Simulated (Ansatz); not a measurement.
# C₂H₈B₂OSi: up Jacob's ladder to CCSD(T)

The task here is to estimate one member of a computed series from the others.

The runs use Ansatz 0.2.0, Gaussian basis; functionals in def2-TZVPP, the program's frozen cores in correlated methods.

The runs, in order: PBE-D4, r2SCAN-D4, PBE0-D4, B3LYP-D4, ωB97X-V, ωB97M-V, B2PLYP; CCSD(T)/def2-TZVPP; MP2/def2-QZVPP; extrapolation to the limit.

**Structure used throughout**

All runs share one geometry, relaxed beforehand with PBE0-D4 in a triple-zeta def2 set.

14 atoms, charge 0, spin multiplicity 1.

Atoms are counted from 1 here; the program's logs count them from 0.

Bond lengths: B1–C2 1.504 Å, B1–H7 1.198 Å, B1–H8 1.196 Å, C2–Si3 1.879 Å, C2–B5 1.553 Å, C2–O6 1.565 Å, Si3–C4 1.866 Å, Si3–H9 1.488 Å, Si3–H10 1.491 Å, C4–H11 1.092 Å, C4–H12 1.092 Å, C4–H13 1.093 Å, B5–O6 1.309 Å, B5–H14 1.183 Å. Angles: C2–B1–H7 118.6°, C2–B1–H8 121.2°, H7–B1–H8 120.2°, B1–C2–Si3 126.7°, B1–C2–B5 113.5°, B1–C2–O6 116.2°, Si3–C2–B5 114.2°, Si3–C2–O6 112.3°, B5–C2–O6 49.6°, C2–Si3–C4 109.9°, C2–Si3–H9 109.0°, C2–Si3–H10 108.5°, C4–Si3–H9 111.1°, C4–Si3–H10 110.7°, H9–Si3–H10 107.5°, Si3–C4–H11 111.0°, Si3–C4–H12 110.9°, Si3–C4–H13 110.2° and more.

The first run:

Contents of in.yaml:

```yaml
crystal:
  periodic: [false, false, false]
  atoms:
    - {symbol: B, position_ang: [-1.935560, 0.048321, 0.061588]}
    - {symbol: C, position_ang: [-0.628101, 0.723065, -0.248470]}
    - {symbol: Si, position_ang: [1.050205, 0.310396, 0.489645]}
    - {symbol: C, position_ang: [1.175753, -1.526039, 0.795606]}
    - {symbol: B, position_ang: [-0.563726, 1.320362, -1.680152]}
    - {symbol: O, position_ang: [-0.715716, 2.209227, -0.731323]}
    - {symbol: H, position_ang: [-1.925736, -1.113984, 0.350485]}
    - {symbol: H, position_ang: [-2.972268, 0.637830, -0.025142]}
    - {symbol: H, position_ang: [1.227219, 1.077948, 1.752049]}
    - {symbol: H, position_ang: [2.108010, 0.759482, -0.460630]}
    - {symbol: H, position_ang: [1.009118, -2.088829, -0.125484]}
    - {symbol: H, position_ang: [0.436317, -1.850668, 1.530345]}
    - {symbol: H, position_ang: [2.168731, -1.779021, 1.174570]}
    - {symbol: H, position_ang: [-0.447246, 1.242809, -2.854387]}
basis:
  gaussian: {orbitals: def2-TZVPP}
hamiltonian: {xc: pbe, dispersion: d4}
output: {forces: true, orbitals: {seedname: orbitals}}
```

Launch:

```bash
> ansatz run in.yaml --threads 4 --pin off --events-out ev --progress --plain --max-ram 10444MiB
```

Steps of the session up to this table: PBE-D4 (GGA); r2SCAN-D4 (meta-GGA); PBE0-D4 (hybrid); B3LYP-D4 (hybrid); ωB97X-V (range-separated); ωB97M-V (range-separated); B2PLYP (double hybrid); CCSD(T) in def2-TZVPP; MP2 in def2-QZVPP.

One table of the session follows, with a row left open; its other results are not shown here.

| method | atomisation energy (eV) |
| --- | --- |
| PBE-D4 | 55.769 |
| r2SCAN-D4 | 55.196 |
| PBE0-D4 | 54.967 |
| B3LYP-D4 | 54.856 |
| ωB97X-V | 54.939 |
| ωB97M-V | 55.017 |
| B2PLYP | 54.263 |
| HF/def2-TZVPP | ? |
| MP2/def2-TZVPP | 54.231 |
| CCSD/def2-TZVPP | 52.492 |
| CCSD(T)/def2-TZVPP | 53.271 |
| MP2/CBS | 55.487 |
| CCSD(T)/CBS | 54.527 |

**Question.** Estimate the row for HF/def2-TZVPP.

**Answer.** atomisation energy (eV): 41.204. In the column «atomisation energy (eV)» it is the lowest.

To keep in mind: Free atoms (2 B, 2 C, 1 Si, 1 O, 8 H) were run apart at each level; the atomisation energy is their sum less the molecule, without zero-point or spin-orbit terms.
